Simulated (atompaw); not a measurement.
# Pt: variants of one PAW (atompaw) potential

One potential is built and tested. Then one design choice at a time is changed, to learn what it costs or gains.

Method: atompaw 4.2.0.5, PBEsol, scalar-relativistic.

### 1 The atom and the settings

Typed settings, in words:

* element: platinum (Pt, Z = 78)
* type: PAW
* frozen core: [Xe] 4f14
* valence charge: 10
* reference configuration: 5d9 6s0 6p0 (charge +1)
* partial waves: 6s (bound, empty): rc 2.95 bohr; 6s channel at 0.55 Ry: rc 2.95 bohr; 6p (bound, empty): rc 2.95 bohr; 6p channel at 2.6 Ry: rc 2.95 bohr; 5d (bound): rc 1.75 bohr; 5d channel at 3.15 Ry: rc 1.75 bohr
* local potential: vpsmatchnc scheme with l = 3 at 0 Ry, radius 2.75 bohr
* core correction: smooth core density matched at 2.70 bohr
* augmentation charge: besselshape compensation charge, radius 2.45 bohr; PAW radius 2.95 bohr; waves and projectors: custom polynom2 7 10 vanderbiltortho

An earlier all-electron run gives the scale for the radii.

All-electron outer shells of the reference configuration (PBEsol, scalar-relativistic, ld1.x):

```json
{"shell": "4f", "level (eV)": "-78.33", "outermost node (bohr)": "–", "outermost maximum (bohr)": "0.38"}
{"shell": "5p", "level (eV)": "-64.33", "outermost node (bohr)": "0.53", "outermost maximum (bohr)": "0.98"}
{"shell": "5d", "level (eV)": "-14.33", "outermost node (bohr)": "0.57", "outermost maximum (bohr)": "1.26"}
{"shell": "6s", "level (eV)": "-12.89", "outermost node (bohr)": "1.14", "outermost maximum (bohr)": "2.30"}
{"shell": "6p", "level (eV)": "-6.56", "outermost node (bohr)": "1.35", "outermost maximum (bohr)": "3.06"}
```

### 2 The first potential

The input, Pt.input:

```
Pt 78
GGA-PBESOL scalarrelativistic loggrid 2001 logderivrange -3 5 201
6 6 5 4 0 0
6 0 0
6 1 0
5 2 9
0 0 0
c
c
c
c
c
v
c
c
c
c
v
c
c
v
c
2
2.95 2.45 2.75 2.70
y
0.55
n
y
2.6
n
y
3.15
n
custom polynom2 7 10 vanderbiltortho besselshape
3 0 vpsmatchnc
2.95
2.95
2.95
2.95
1.75
1.75
PWSCFOUT
UPFDX 0.0125d0 UPFXMIN -7.d0 UPFZMESH 78.d0
END
```

The run is started by

```console
atompaw < Pt.input > Pt.log
```

Output in the file Pt (summary file):

```text
 Completed calculations for Pt (AE)

 Exchange-correlation type: GGA, Perdew-Burke-Ernzerhof modified (PBEsol)

 Radial integration grid is logarithmic 
 r0 =   8.7953405E-05 h =   6.8603656E-03   n =      2001 rmax =   8.0000000E+01

 Scalar relativistic calculation

 AEatom converged in  40 iterations
   nz     =  78.00
   delta  =       4.377329865749E-16

 All Electron Orbital energies:         
  n  l      occupancy      energy
  1  0      2.0000000E+00 -5.7637338E+03
  2  0      2.0000000E+00 -1.0130418E+03
  3  0      2.0000000E+00 -2.3840186E+02
  4  0      2.0000000E+00 -5.1676524E+01
  5  0      2.0000000E+00 -8.0934332E+00
  6  0      0.0000000E+00 -9.4770856E-01
  2  1      6.0000000E+00 -8.7802316E+02
  3  1      6.0000000E+00 -1.9909217E+02
  4  1      6.0000000E+00 -3.8786333E+01
  5  1      6.0000000E+00 -4.7280659E+00
  6  1      0.0000000E+00 -4.8244205E-01
  3  2      1.0000000E+01 -1.5647774E+02
  4  2      1.0000000E+01 -2.3142326E+01
  5  2      9.0000000E+00 -1.0534898E+00
  4  3      1.4000000E+01 -5.7570722E+00

 Total energy
   Total                    :   -36816.05220714686584

 ---
 Completed calculations for Pt (SC)

 Exchange-correlation type: GGA, Perdew-Burke-Ernzerhof modified (PBEsol)

 Radial integration grid is logarithmic 
 r0 =   8.7953405E-05 h =   6.8603656E-03   n =      2001 rmax =   8.0000000E+01

 Scalar relativistic calculation

 SCatom converged in   2 iterations
   nz     =  78.00
   delta  =       9.629432586924E-17

 Valence Electron Orbital energies:         
  n  l      occupancy      energy
   6  0      0.0000000E+00 -9.4770856E-01
   6  1      0.0000000E+00 -4.8244205E-01
   5  2      9.0000000E+00 -1.0534898E+00

 Total energy
   Total                    :   -36816.05220714628376
   Valence                  :     -735.86242492958911

 PAW parameters: 
       lmax =            2
         rc =    2.9510531249689875     
        irc =         1520
   rc_shape =    2.4520543003421298     
    rc_vloc =    2.7553826507791555     
    rc_core =    2.7178337676707427     
   Vloc: VPS match (norm-conservation) with l= 3;e=   0.0000E+00
   Projector type: improved polynomial pseudization + Vanderbilt ortho.
   Bessel compensation charge shape zeroed at   2.4521E+00

 Number of basis functions     6
 No.   n  nodes  l      Energy         Cp coeff         Occ
  1    6    5    0   -0.9477086E+00  0.1120955E+02  0.0000000E+00
  2  999    6    0    0.5500000E+00  0.3881326E+00  0.0000000E+00
  3    6    4    1   -0.4824420E+00  0.4792698E+01  0.0000000E+00
  4  999    5    1    0.2600000E+01  0.4494808E+00  0.0000000E+00
  5    5    2    2   -0.1053490E+01 -0.3437000E+01  0.9000000E+01
  6  999    3    2    0.3150000E+01 -0.8745529E+00  0.0000000E+00

 Eigenvalues of overlap operator (in the basis of projectors):
    1        1.25587418E-01
    2        1.35604438E+00
    3        1.44263942E+00
    4        1.09789432E+01
    5        2.17070623E+01
    6        4.31536565E+01

 Orbital leakage outside PAW augmentation regions
   orb  is_core?  %out_of_sphere
   1 0    T           0.00
   2 0    T           0.00
   3 0    T          -0.00
   4 0    T           0.00
   5 0    T           0.00
   6 0    F          34.18
   2 1    T           0.00
   3 1    T           0.00
   4 1    T           0.00
   5 1    T           0.06
   6 1    F          68.27
   3 2    T           0.00
   4 2    T           0.00
   5 2    F           5.42
   4 3    T           0.00

 Summary of PAW energies
   Total valence energy     :   -735.86242824111264
   Smooth energy            :     26.63464525383734
   One center               :   -762.49707349494997
   Smooth kinetic           :     28.83504286057379
   Vloc energy              :     -6.04420135968907
   Smooth exch-corr         :     -6.45878978727043
   One-center xc            :   -691.22072663989172
```

It took 12 s on 1 thread, shared host.

All-electron and pseudo partial waves u(r) = r·R(r), from the program's wave files:

| r (bohr) | 6p AE | 6p PS |
| --- | --- | --- |
| 0.113 | -0.0882 | 0.0011 |
| 0.227 | 0.0276 | 0.0046 |
| 0.340 | 0.1497 | 0.0103 |
| 0.454 | 0.0745 | 0.0185 |
| 0.567 | -0.0667 | 0.0290 |
| 0.681 | -0.1814 | 0.0422 |
| 0.794 | -0.2387 | 0.0579 |
| 0.908 | -0.2430 | 0.0765 |
| 1.021 | -0.2075 | 0.0977 |
| 1.135 | -0.1463 | 0.1219 |
| 1.248 | -0.0721 | 0.1488 |
| 1.362 | 0.0081 | 0.1788 |
| 1.475 | 0.0874 | 0.2111 |
| 1.588 | 0.1630 | 0.2458 |
| 1.702 | 0.2334 | 0.2828 |
| 1.815 | 0.2966 | 0.3208 |
| 1.929 | 0.3529 | 0.3599 |
| 2.042 | 0.4015 | 0.3982 |
| 2.156 | 0.4435 | 0.4354 |
| 2.269 | 0.4785 | 0.4697 |
| 2.383 | 0.5074 | 0.5004 |
| 2.496 | 0.5304 | 0.5260 |
| 2.610 | 0.5482 | 0.5462 |
| 2.723 | 0.5612 | 0.5606 |
| 2.837 | 0.5699 | 0.5699 |
| 2.950 | 0.5748 | 0.5748 |

### 3 Scattering by logarithmic derivatives

Taken from the files of the generation run. The phase is arctan(r·u′/u) with u = r·R, unwrapped, with energies in Ry. A pole is an energy at which the radial function vanishes at the test radius. The pseudo phase is shifted by a multiple of π to meet the all-electron one at the reference energy. Levels narrower than the energy grid can be missing from the poles. Where the grid stepped over a known ghost or core level, its pole and its step of π were put in at the level's energy. The last column is the largest difference on the grid between −1 and +1 Ry.

```tsv
channel	radius (bohr)	reference (Ry)	poles AE	poles PS	window around the reference with phases within 0.05 rad (Ry)	largest difference near zero (rad)
s	2.95	-0.95	0.16	-1.55, 0.16	-1.4 to 2.8	0.000
p	2.95	-0.48	1.50	1.47	below 4.0	0.004
d	2.95	-1.05	-0.86, 3.83	-0.86, 3.84	the whole range	0.008
```

Phases (rad) along the scan:

| E (Ry) | d AE | d PS | p AE | p PS |
| --- | --- | --- | --- | --- |
| -3.00 | 1.354 | 1.354 | 1.338 | 1.334 |
| -2.52 | 1.325 | 1.325 | 1.305 | 1.302 |
| -2.04 | 1.276 | 1.276 | 1.257 | 1.254 |
| -1.56 | 1.145 | 1.146 | 1.173 | 1.171 |
| -1.08 | -1.034 | -1.034 | 0.995 | 0.993 |
| -0.60 | -1.721 | -1.720 | 0.432 | 0.432 |
| -0.12 | -1.857 | -1.855 | -0.812 | -0.815 |
| 0.36 | -2.016 | -2.013 | -1.296 | -1.300 |
| 0.84 | -2.379 | -2.371 | -1.461 | -1.465 |
| 1.32 | -3.438 | -3.424 | -1.547 | -1.551 |
| 1.80 | -4.227 | -4.224 | -1.607 | -1.610 |
| 2.28 | -4.477 | -4.476 | -1.657 | -1.661 |
| 2.76 | -4.589 | -4.589 | -1.711 | -1.710 |
| 3.24 | -4.655 | -4.655 | -1.780 | -1.774 |
| 3.72 | -4.703 | -4.702 | -1.894 | -1.871 |
| 4.20 | -4.742 | -4.741 | -2.159 | -2.065 |
| 4.68 | -4.779 | -4.777 | -3.082 | -2.642 |

### 4 Plane-wave convergence, by spherical Bessel functions

This step uses the generator's waves and projectors in a separate script. Basis: spherical Bessel functions vanishing at 20 bohr, q² up to the cutoff; potential fixed at the reference.

All-electron valence levels (Ry): 6s -0.9477, 6p -0.4824, 5d -1.0535. The lowest levels of each channel (Ry) by cutoff; the last column sums, over occupied levels, occupation times the distance from the level at 400 Ry. A positive value at high cutoff is not a bound level.

| cutoff (Ry) | s #1 | s #2 | p #1 | d #1 | f #1 | Σ f·Δε (mRy) |
| --- | --- | --- | --- | --- | --- | --- |
| 8 | -0.9472 | -0.2323 | -0.4818 | -0.4955 | -0.0493 | 5022.3 |
| 15 | -0.9476 | -0.7702 | -0.4823 | -0.9576 | -0.0493 | 863.1 |
| 21 | -1.3550 | -0.9476 | -0.4824 | -1.0489 | -0.0493 | 41.4 |
| 30 | -1.4970 | -0.9477 | -0.4824 | -1.0527 | -0.0493 | 6.9 |
| 35 | -1.5320 | -0.9477 | -0.4824 | -1.0529 | -0.0493 | 5.7 |
| 50 | -1.5481 | -0.9477 | -0.4824 | -1.0530 | -0.0493 | 4.1 |
| 60 | -1.5484 | -0.9477 | -0.4824 | -1.0531 | -0.0493 | 3.2 |
| 90 | -1.5487 | -0.9477 | -0.4824 | -1.0532 | -0.0493 | 2.7 |
| 120 | -1.5487 | -0.9477 | -0.4824 | -1.0533 | -0.0493 | 1.9 |
| 160 | -1.5487 | -0.9477 | -0.4824 | -1.0534 | -0.0493 | 1.1 |
| 180 | -1.5487 | -0.9477 | -0.4824 | -1.0534 | -0.0493 | 0.6 |
| 230 | -1.5487 | -0.9477 | -0.4824 | -1.0534 | -0.0493 | 0.3 |
| 400 | -1.5487 | -0.9477 | -0.4824 | -1.0535 | -0.0493 | 0.0 |

The sum stays within 10 mRy from 30 Ry and within 1 mRy from 180 Ry. The sum leaves out empty levels, which can need more. Ghost test: ghost state, bound below the all-electron valence or empty levels of the same l: s at -21.1 eV.

### 5 Now with waves 6p channel at -0.34 Ry: rc 2.95 bohr

Pt.input, as its differences from that of step 2:

```diff
@@ -28,3 +28,3 @@
 y
-2.6
+-0.34
 n
```

The run is started by

```console
atompaw < Pt.input > Pt.log
```

The output, the file Pt (summary file):

```text
 Completed calculations for Pt (AE)

 Exchange-correlation type: GGA, Perdew-Burke-Ernzerhof modified (PBEsol)

 Radial integration grid is logarithmic 
 r0 =   8.7953405E-05 h =   6.8603656E-03   n =      2001 rmax =   8.0000000E+01

 Scalar relativistic calculation

 AEatom converged in  40 iterations
   nz     =  78.00
   delta  =       4.377329865749E-16

[... all-electron levels as in step 2 ...]

 Total energy
   Total                    :   -36816.05220714686584

 ---
 Completed calculations for Pt (SC)

 Exchange-correlation type: GGA, Perdew-Burke-Ernzerhof modified (PBEsol)

 Radial integration grid is logarithmic 
 r0 =   8.7953405E-05 h =   6.8603656E-03   n =      2001 rmax =   8.0000000E+01

 Scalar relativistic calculation

 SCatom converged in   2 iterations
   nz     =  78.00
   delta  =       9.629432586924E-17

 Valence Electron Orbital energies:         
  n  l      occupancy      energy
   6  0      0.0000000E+00 -9.4770856E-01
   6  1      0.0000000E+00 -4.8244205E-01
   5  2      9.0000000E+00 -1.0534898E+00

 Total energy
   Total                    :   -36816.05220714628376
   Valence                  :     -735.86242492958911

 PAW parameters: 
       lmax =            2
         rc =    2.9510531249689875     
        irc =         1520
   rc_shape =    2.4520543003421298     
    rc_vloc =    2.7553826507791555     
    rc_core =    2.7178337676707427     
   Vloc: VPS match (norm-conservation) with l= 3;e=   0.0000E+00
   Projector type: improved polynomial pseudization + Vanderbilt ortho.
   Bessel compensation charge shape zeroed at   2.4521E+00

 Number of basis functions     6
 No.   n  nodes  l      Energy         Cp coeff         Occ
  1    6    5    0   -0.9477086E+00  0.1120955E+02  0.0000000E+00
  2  999    6    0    0.5500000E+00  0.3881326E+00  0.0000000E+00
  3    6    4    1   -0.4824420E+00  0.4996527E+04  0.0000000E+00
  4  999    5    1   -0.3400000E+00  0.1387826E+04  0.0000000E+00
  5    5    2    2   -0.1053490E+01 -0.3437000E+01  0.9000000E+01
  6  999    3    2    0.3150000E+01 -0.8745529E+00  0.0000000E+00

 Eigenvalues of overlap operator (in the basis of projectors):
    1        1.25587418E-01
    2        8.98076299E-01
    3        1.35604438E+00
    4        1.09789432E+01
    5        2.17070623E+01
    6        3.96550435E+04

 Orbital leakage outside PAW augmentation regions
   orb  is_core?  %out_of_sphere
   1 0    T           0.00
   2 0    T           0.00
   3 0    T          -0.00
   4 0    T           0.00
   5 0    T           0.00
   6 0    F          34.18
   2 1    T           0.00
   3 1    T           0.00
   4 1    T           0.00
   5 1    T           0.06
   6 1    F          68.27
   3 2    T           0.00
   4 2    T           0.00
   5 2    F           5.42
   4 3    T           0.00

 Summary of PAW energies
   Total valence energy     :   -735.86242824111264
   Smooth energy            :     26.63464525383734
   One center               :   -762.49707349494997
   Smooth kinetic           :     28.83504286057379
   Vloc energy              :     -6.04420135968907
   Smooth exch-corr         :     -6.45878978727043
   One-center xc            :   -691.22072663989172
```

Wall time 13 s (1 thread, shared host).

With this change the loose cutoff stays at 30 Ry and a bound ghost remains (s).

### 6 Now with waves 6p channel at 8.58 Ry: rc 2.95 bohr

Pt.input, as its differences from that of step 5:

```diff
@@ -28,3 +28,3 @@
 y
--0.34
+8.58
 n
```

The run is started by

```console
atompaw < Pt.input > Pt.log
```

Output in the file Pt (summary file):

```text
 Completed calculations for Pt (AE)

 Exchange-correlation type: GGA, Perdew-Burke-Ernzerhof modified (PBEsol)

 Radial integration grid is logarithmic 
 r0 =   8.7953405E-05 h =   6.8603656E-03   n =      2001 rmax =   8.0000000E+01

 Scalar relativistic calculation

 AEatom converged in  40 iterations
   nz     =  78.00
   delta  =       4.377329865749E-16

[... all-electron levels as in step 2 ...]

 Total energy
   Total                    :   -36816.05220714686584

 ---
 Completed calculations for Pt (SC)

 Exchange-correlation type: GGA, Perdew-Burke-Ernzerhof modified (PBEsol)

 Radial integration grid is logarithmic 
 r0 =   8.7953405E-05 h =   6.8603656E-03   n =      2001 rmax =   8.0000000E+01

 Scalar relativistic calculation

 SCatom converged in   2 iterations
   nz     =  78.00
   delta  =       9.629432586924E-17

 Valence Electron Orbital energies:         
  n  l      occupancy      energy
   6  0      0.0000000E+00 -9.4770856E-01
   6  1      0.0000000E+00 -4.8244205E-01
   5  2      9.0000000E+00 -1.0534898E+00

 Total energy
   Total                    :   -36816.05220714628376
   Valence                  :     -735.86242492958911

 PAW parameters: 
       lmax =            2
         rc =    2.9510531249689875     
        irc =         1520
   rc_shape =    2.4520543003421298     
    rc_vloc =    2.7553826507791555     
    rc_core =    2.7178337676707427     
   Vloc: VPS match (norm-conservation) with l= 3;e=   0.0000E+00
   Projector type: improved polynomial pseudization + Vanderbilt ortho.
   Bessel compensation charge shape zeroed at   2.4521E+00

 Number of basis functions     6
 No.   n  nodes  l      Energy         Cp coeff         Occ
  1    6    5    0   -0.9477086E+00  0.1120955E+02  0.0000000E+00
  2  999    6    0    0.5500000E+00  0.3881326E+00  0.0000000E+00
  3    6    4    1   -0.4824420E+00 -0.2208963E+02  0.0000000E+00
  4  999    5    1    0.8580000E+01 -0.6834323E-03  0.0000000E+00
  5    5    2    2   -0.1053490E+01 -0.3437000E+01  0.9000000E+01
  6  999    3    2    0.3150000E+01 -0.8745529E+00  0.0000000E+00

 Eigenvalues of overlap operator (in the basis of projectors):
    1        6.20339074E-04
    2        1.25587418E-01
    3        1.35604438E+00
    4        1.09789432E+01
    5        2.17070623E+01
    6        4.70600074E+03

 Orbital leakage outside PAW augmentation regions
   orb  is_core?  %out_of_sphere
   1 0    T           0.00
   2 0    T           0.00
   3 0    T          -0.00
   4 0    T           0.00
   5 0    T           0.00
   6 0    F          34.18
   2 1    T           0.00
   3 1    T           0.00
   4 1    T           0.00
   5 1    T           0.06
   6 1    F          68.27
   3 2    T           0.00
   4 2    T           0.00
   5 2    F           5.42
   4 3    T           0.00

 Summary of PAW energies
   Total valence energy     :   -735.86242824111264
   Smooth energy            :     26.63464525383734
   One center               :   -762.49707349494997
   Smooth kinetic           :     28.83504286057379
   Vloc energy              :     -6.04420135968907
   Smooth exch-corr         :     -6.45878978727043
   One-center xc            :   -691.22072663989172
```

It took 13 s on 1 thread, shared host.

With this change the loose cutoff stays at 30 Ry, a bound ghost remains (s) and the phase difference near zero goes from 0.01 to 0.06 rad.

### 7 All runs side by side

Cutoffs, loose and tight: the cutoffs (Ry, on a coarse ladder) from which the occupation-weighted sum of valence levels, in a spherical-Bessel basis at the reference potential, stays within 10 and 1 mRy of its value at 400 Ry; empty and scattering waves don't count. The number of plane waves in a given cell goes as the cutoff to the power 3/2; it is given for the loose cutoff, relative to the first potential. The phase difference is the largest within 1 Ry of zero, over the channels with partial waves. 7 further runs were made in the same way; their inputs and logs are not shown.

```csv
change,outcome,"cutoff, loose","cutoff, tight","plane waves, relative",bound ghosts,phase difference near zero (rad),lowest overlap eigenvalue (Bessel basis)
first potential,generated,30 Ry,180 Ry,1.00,s,0.008,0.854
waves 6p channel at -0.34 Ry: rc 2.95 bohr,generated,30 Ry,180 Ry,1.00,s,0.008,0.857
waves 6p channel at 8.58 Ry: rc 2.95 bohr,generated,30 Ry,180 Ry,1.00,s,0.063,0.507
waves 6p channel at -0.24 Ry: rc 2.95 bohr,generated,30 Ry,180 Ry,1.00,s,0.008,0.857
waves 6p channel at -0.11 Ry: rc 2.95 bohr,generated,30 Ry,180 Ry,1.00,s,0.008,0.857
waves 6p channel at 0.19 Ry: rc 2.95 bohr,generated,30 Ry,180 Ry,1.00,s,0.008,0.857
waves 6p channel at 0.58 Ry: rc 2.95 bohr,generated,30 Ry,180 Ry,1.00,s,0.008,0.857
waves 6p channel at 1.28 Ry: rc 2.95 bohr,generated,30 Ry,180 Ry,1.00,s,0.008,0.857
waves 6p channel at 2.96 Ry: rc 2.95 bohr,generated,30 Ry,180 Ry,1.00,s,0.008,0.838
waves 6p channel at 4.18 Ry: rc 2.95 bohr,generated,30 Ry,180 Ry,1.00,s,0.012,0.777
```

**Reading.** 10 of the 10 potentials written have a bound ghost.

The first potential by itself. It has a bound ghost (s), a state that the atom doesn't have, and that rules the file out. The potential is soft on the atom at that tolerance: the looser tolerance needs 30 Ry. The tighter tolerance needs 180 Ry, and converged work needs a cutoff nearer that. Near zero energy the phases of the channels with partial waves agree within 0.008 rad.
